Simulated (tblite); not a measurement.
# C7H11BS: the cost of one run

Computed with tblite 0.8.0 and PySCF 2.14.0, with density-fitted response routines of our own, on a single molecule in the gas phase. Atoms are numbered from 0 throughout.

## 1. The molecule as given

20 atoms, charge 0, multiplicity 1; geometry from: force field or distance geometry start.

Bonds of the start (Å): C0–S1 1.81, S1–B2 1.87, B2–C3 1.57, C3–C4 1.55, C4–C5 1.55, C5–C6 1.45, C6–C7 1.47, C7–C8 1.36, C6–C3 1.45, C8–C6 1.44, C0–H9 1.10, C0–H10 1.12, C0–H11 1.09, B2–H12 1.19, C3–H13 1.12, C4–H14 1.07, C4–H15 1.12, C5–H16 1.09, C5–H17 1.13, C7–H18 1.09, C8–H19 1.09.

## 2. Geometry optimisation with GFN2-xTB

Job settings and geometry (Å):

```
{"job": {"kind": "relax", "xc": "GFN2-xTB", "basis": "xTB"}, "charge": 0, "multiplicity": 1}
C      3.891100     0.393400    -0.183900
S      2.316700    -0.077500     0.566700
B      0.873800     0.427200    -0.512100
C     -0.383100    -0.511200    -0.623200
C     -0.805700    -1.201200     0.703800
C     -2.248500    -1.013300     0.182800
C     -1.695300     0.113000    -0.552500
C     -1.949000     1.542000    -0.295100
C     -2.327500     1.010900    -1.486200
H      4.688400     0.455200     0.577900
H      3.815500     1.420400    -0.618800
H      4.202300    -0.264400    -0.990500
H      1.139900     1.026600    -1.510800
H     -0.239400    -1.329200    -1.373200
H     -0.481300    -2.217600     0.833800
H     -0.703100    -0.500100     1.571700
H     -2.972800    -0.903800     0.989600
H     -2.458900    -1.926100    -0.446200
H     -1.876200     2.380500     0.392400
H     -2.791900     1.185900    -2.458400
```

On the command line:

```
$ OMP_NUM_THREADS=1 python probes_run.py task.json out
```

One launch serves the whole session: the jobs run in the order shown.

**Question.** How long does this first job take on 1 thread of Arm Neoverse N1, shared host, and how much memory does it need?

About 1.8 s, with a peak of 0.18 GiB.
